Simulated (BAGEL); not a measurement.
# BCl3 (boron trichloride): levels of theory compared

We compute a comparison of 3 runs (HF/STO-3G, HF/6-31G*, HF/6-311+G**) of BCl3 (boron trichloride). 

The results are computed with BAGEL 1.2.2.

## 1. The molecule

The species is BCl3 (4 atoms), meant as a singlet with charge 0. SMILES: `ClB(Cl)Cl`. The Cl1–B2 distance was set to 3.822 Å, away from the relaxed value. At this shape a bond of the SMILES string is far longer than usual.

Bond lengths: B2–Cl3 1.737 Å, B2–Cl4 1.737 Å. Angles: Cl3–B2–Cl4 120.0°.

## 2. A single-point energy at HF/STO-3G (density fitting with cc-pvqz-jkfit) (run 1)

The input, calc.json:

```json
{ "bagel" : [

{
  "title" : "molecule",
  "basis" : "sto-3g",
  "df_basis" : "cc-pvqz-jkfit",
  "angstrom" : true,
  "geometry" : [
    { "atom" : "Cl", "xyz" : [      -0.567430,       1.136180,       3.604396 ] },
    { "atom" : "B", "xyz" : [       0.000000,       0.000000,      -0.000010 ] },
    { "atom" : "Cl", "xyz" : [       0.942010,      -1.423060,      -0.324000 ] },
    { "atom" : "Cl", "xyz" : [      -0.684100,       0.906610,      -1.314320 ] }
  ]
},

{
  "title" : "hf"
},

{
  "title" : "print",
  "file" : "orbitals.molden",
  "orbitals" : true
}

]}
```

The run is started by

```bash
BAGEL_NUM_THREADS=1 BAGEL calc.json > calc.out
```

Log:

```text
* using 1 threads per process

  ===============================================================
  ===============================================================

  *** Geometry ***

  { "atom" : "Cl", "xyz" : [     -1.072287,      2.147069,      6.811321 ] },
  { "atom" : "B", "xyz" : [      0.000000,      0.000000,     -0.000019 ] },
  { "atom" : "Cl", "xyz" : [      1.780141,     -2.689194,     -0.612271 ] },
  { "atom" : "Cl", "xyz" : [     -1.292762,      1.713245,     -2.483705 ] },

  Number of auxiliary basis functions:      550

  Since a DF basis is specified, we compute 2- and 3-index integrals:
    o Being stored without compression. Storage requirement is 0.005 GB

  Number of basis functions:       32
  Number of electrons      :       56

    * METHOD: MOLECULE                             0.19

  *** RHF ***

  === Nuclear Repulsion ===
   176.4868823356

      * DIIS with orbital gradients will be used.

  === RHF iteration (sto-3g) ===
      0      -1387.69320644          0.01853260           0.04
      1      -1384.09825881          0.03265106           0.03
      2      -1387.80331030          0.01095762           0.03
      3      -1387.85144183          0.00345459           0.03
      4      -1387.91494075          0.00325344           0.03
      5      -1387.91539398          0.00320525           0.03
      6      -1387.91099771          0.00450954           0.03
      7      -1387.91805009          0.00198830           0.03
      8      -1387.91960455          0.00038426           0.03
      9      -1387.91966570          0.00001032           0.03
     10      -1387.91966577          0.00000272           0.03
     11      -1387.91966578          0.00000030           0.03
     12      -1387.91966578          0.00000006           0.03
     13      -1387.91966578          0.00000002           0.03
     14      -1387.91966578          0.00000000           0.04
    * SCF iteration converged.

    * Permanent dipole moment:
           (   -0.394763,     0.790448,     2.507736) a.u.

    * METHOD: HF                                   0.58

    * METHOD: PRINT                                0.00

  ===============================================================
```

It took 0.95 s on 1 thread of Arm Neoverse V2, shared host; peak memory 0.084 GiB.

## 3. The energy at HF/6-31G(d) (density fitting with cc-pvqz-jkfit, spherical functions) (run 2)

The input, hf.json:

```json
{ "bagel" : [

{
  "title" : "molecule",
  "basis" : "6-31gs.json",
  "df_basis" : "cc-pvqz-jkfit",
  "angstrom" : "true",
  "geometry" : [
    { "atom" : "Cl", "xyz" : [      -0.567430,       1.136180,       3.604396 ] },
    { "atom" : "B", "xyz" : [       0.000000,       0.000000,      -0.000010 ] },
    { "atom" : "Cl", "xyz" : [       0.942010,      -1.423060,      -0.324000 ] },
    { "atom" : "Cl", "xyz" : [      -0.684100,       0.906610,      -1.314320 ] }
  ]
},

{
  "title" : "hf",
  "charge" : 0
},

{
  "title" : "print",
  "file" : "orbitals.molden",
  "orbitals" : "true"
}

]}
```

The basis set 6-31G* is read from a file made from the Basis Set Exchange's data (not shown).

The run is started by

```bash
BAGEL_NUM_THREADS=1 BAGEL hf.json > hf.out
```

Log:

```text
* using 1 threads per process

  ===============================================================
  ===============================================================

  *** Geometry ***

  { "atom" : "Cl", "xyz" : [     -1.072287,      2.147069,      6.811321 ] },
  { "atom" : "B", "xyz" : [      0.000000,      0.000000,     -0.000019 ] },
  { "atom" : "Cl", "xyz" : [      1.780141,     -2.689194,     -0.612271 ] },
  { "atom" : "Cl", "xyz" : [     -1.292762,      1.713245,     -2.483705 ] },

  Number of auxiliary basis functions:      550

  Since a DF basis is specified, we compute 2- and 3-index integrals:
    o Being stored without compression. Storage requirement is 0.020 GB

  Number of basis functions:       68
  Number of electrons      :       56

    * METHOD: MOLECULE                             0.24

  *** RHF ***

  === Nuclear Repulsion ===
   176.4868823356

      * DIIS with orbital gradients will be used.

  === RHF iteration (6-31gs.json) ===
      0      -1402.86311420          0.01273246           0.08
      1      -1402.56697998          0.02328228           0.08
      2      -1403.00693321          0.00297005           0.08
      3      -1403.01713099          0.00073489           0.08
      4      -1403.01768757          0.00022632           0.08
      5      -1403.01778137          0.00008242           0.08
      6      -1403.01779180          0.00002333           0.08
      7      -1403.01779272          0.00000849           0.08
      8      -1403.01779285          0.00000221           0.08
      9      -1403.01779285          0.00000051           0.08
     10      -1403.01779285          0.00000019           0.08
     11      -1403.01779285          0.00000009           0.08
     12      -1403.01779285          0.00000003           0.08
     13      -1403.01779285          0.00000001           0.08
    * SCF iteration converged.

    * Permanent dipole moment:
           (   -0.639458,     1.280421,     4.062143) a.u.

    * METHOD: HF                                   1.24

    * METHOD: PRINT                                0.01

  ===============================================================
```

Wall time 1.7 s (1 thread of Arm Neoverse V2, shared host); peak memory 0.1 GiB.

## 4. A single-point energy at HF/6-311+G(d,p) (density fitting with cc-pvqz-jkfit) (run 3)

The input, input.json:

```json
{ "bagel" : [

{
  "title" : "molecule",
  "basis" : "6-311+gss.json",
  "df_basis" : "cc-pvqz-jkfit",
  "angstrom" : true,
  "geometry" : [
    { "atom" : "Cl", "xyz" : [      -0.567430,       1.136180,       3.604396 ] },
    { "atom" : "B", "xyz" : [       0.000000,       0.000000,      -0.000010 ] },
    { "atom" : "Cl", "xyz" : [       0.942010,      -1.423060,      -0.324000 ] },
    { "atom" : "Cl", "xyz" : [      -0.684100,       0.906610,      -1.314320 ] }
  ]
},

{
  "title" : "hf"
},

{
  "title" : "print",
  "file" : "orbitals.molden",
  "orbitals" : true
}

]}
```

The basis set 6-311+G** is read from a file made from the Basis Set Exchange's data (not shown).

The run is started by

```bash
BAGEL_NUM_THREADS=1 BAGEL input.json > input.out
```

Log:

```text
* using 1 threads per process

  ===============================================================
  ===============================================================

  *** Geometry ***

  { "atom" : "Cl", "xyz" : [     -1.072287,      2.147069,      6.811321 ] },
  { "atom" : "B", "xyz" : [      0.000000,      0.000000,     -0.000019 ] },
  { "atom" : "Cl", "xyz" : [      1.780141,     -2.689194,     -0.612271 ] },
  { "atom" : "Cl", "xyz" : [     -1.292762,      1.713245,     -2.483705 ] },

  Number of auxiliary basis functions:      550

  Since a DF basis is specified, we compute 2- and 3-index integrals:
    o Being stored without compression. Storage requirement is 0.055 GB

  Number of basis functions:      112
  Number of electrons      :       56

    * METHOD: MOLECULE                             0.28

  *** RHF ***

  === Nuclear Repulsion ===
   176.4868823356

      * DIIS with orbital gradients will be used.

  === RHF iteration (6-311+gss.json) ===
      0      -1402.88306757          0.01651622           0.16
      1      -1402.36995920          0.03016247           0.15
      2      -1403.09475442          0.00435355           0.15
      3      -1403.11288644          0.00117078           0.15
      4      -1403.11420334          0.00031347           0.15
      5      -1403.11437314          0.00015818           0.15
      6      -1403.11441219          0.00007575           0.15
      7      -1403.11442247          0.00002062           0.15
      8      -1403.11442344          0.00000882           0.15
      9      -1403.11442360          0.00000163           0.15
     10      -1403.11442361          0.00000055           0.15
     11      -1403.11442361          0.00000023           0.15
     12      -1403.11442361          0.00000008           0.15
     13      -1403.11442361          0.00000003           0.15
     14      -1403.11442361          0.00000001           0.15
    * SCF iteration converged.

    * Permanent dipole moment:
           (   -0.679426,     1.360452,     4.316036) a.u.

    * METHOD: HF                                   2.50

    * METHOD: PRINT                                0.02

  ===============================================================
```

Run time: 3 s. Hardware: 1 thread of Arm Neoverse V2, shared host; peak memory 0.17 GiB.

## 5. Overview of the runs

| run | level | energy (Eh) | dipole moment (D) | HOMO energy (eV) | LUMO energy (eV) | wall time |
| --- | --- | --- | --- | --- | --- | --- |
| 1 | HF/STO-3G (density fitting with cc-pvqz-jkfit) | -1387.919666 | 6.76 | -6.10 | -1.33 | 0.95 s |
| 2 | HF/6-31G* (density fitting with cc-pvqz-jkfit, spherical functions) | -1403.017793 | 10.95 | -8.76 | -3.07 | 1.7 s |
| 3 | HF/6-311+G** (density fitting with cc-pvqz-jkfit) | -1403.114424 | 11.63 | -8.96 | -3.18 | 3 s |

## 6. Results

| quantity | value |
| --- | --- |
| run 3: total energy | -1403.11442 Eh |
| run 3: dipole moment | 11.63 D |
| run 3: HOMO energy | -8.96 eV |
| run 3: LUMO energy | -3.18 eV |
| run 3: HOMO–LUMO gap | 5.78 eV |

The dipole moment (its size) runs from 6.76 D (HF/STO-3G) to 11.63 D (HF/6-311+G**). The HOMO–LUMO gap runs from 4.77 eV (HF/STO-3G) to 5.78 eV (HF/6-311+G**). In run 1 the basis is minimal, so the values are rough. In all runs a closed-shell determinant meets a far-stretched bond; if it breaks into open shells, such a determinant describes it badly, and no broken-symmetry solution was shown. All runs together took 5.6 s, the longest 3 s.
